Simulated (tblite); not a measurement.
# C5H11B2NO2: the cost of one run

Computed with tblite 0.8.0 and PySCF 2.14.0, with density-fitted response routines of our own, on a single molecule in the gas phase. Atoms are numbered from 0 throughout.

**1. Starting geometry**

21 atoms, charge 0, multiplicity 1; geometry from: force field or distance geometry start.

Bonds of the start (Å): C0–B1 1.58, B1–C2 1.60, B1–C3 1.61, C3–C4 1.52, C3–O5 1.42, O5–B6 1.48, B6–O7 1.47, B6–C8 1.53, C8–N9 1.15, C0–H10 1.10, C0–H11 1.11, C0–H12 1.12, C2–H13 1.11, C2–H14 1.10, C2–H15 1.12, C3–H16 1.13, C4–H17 1.12, C4–H18 1.11, C4–H19 1.12, O7–H20 0.99.

**2. Optimising the geometry with GFN2-xTB**

The job: settings as JSON, then the geometry in Å.

```
{"job": {"kind": "relax", "xc": "GFN2-xTB", "basis": "xTB"}, "charge": 0, "multiplicity": 1}
C     -2.051100    -0.838600    -1.058400
B     -1.296100    -0.185000     0.170900
C     -2.038100    -0.028600     1.574900
C      0.238000     0.280100     0.039900
C      0.348700     1.432200    -0.940800
O      0.989000    -0.840300    -0.399600
B      2.377900    -0.773300     0.112900
O      2.714900    -1.398200     1.398100
C      3.496800    -0.169200    -0.744200
N      4.326700     0.293800    -1.390700
H     -1.391900    -0.911900    -1.939600
H     -2.412600    -1.855800    -0.782400
H     -2.939400    -0.203600    -1.308400
H     -3.085000    -0.399200     1.487500
H     -1.516300    -0.595100     2.355000
H     -2.068900     1.048400     1.868500
H      0.542400     0.642400     1.064300
H      0.082500     1.096700    -1.974700
H     -0.319900     2.273100    -0.643800
H      1.394600     1.823600    -0.957900
H      2.598800    -0.674700     2.068100
```

The run is started by

```
$ OMP_NUM_THREADS=1 python probes_run.py task.json out
```

The driver reads the jobs from task.json and runs them one after another.

**Question.** How long does this first job take on 1 thread of Arm Neoverse V1, shared host?

About 1.3 s.
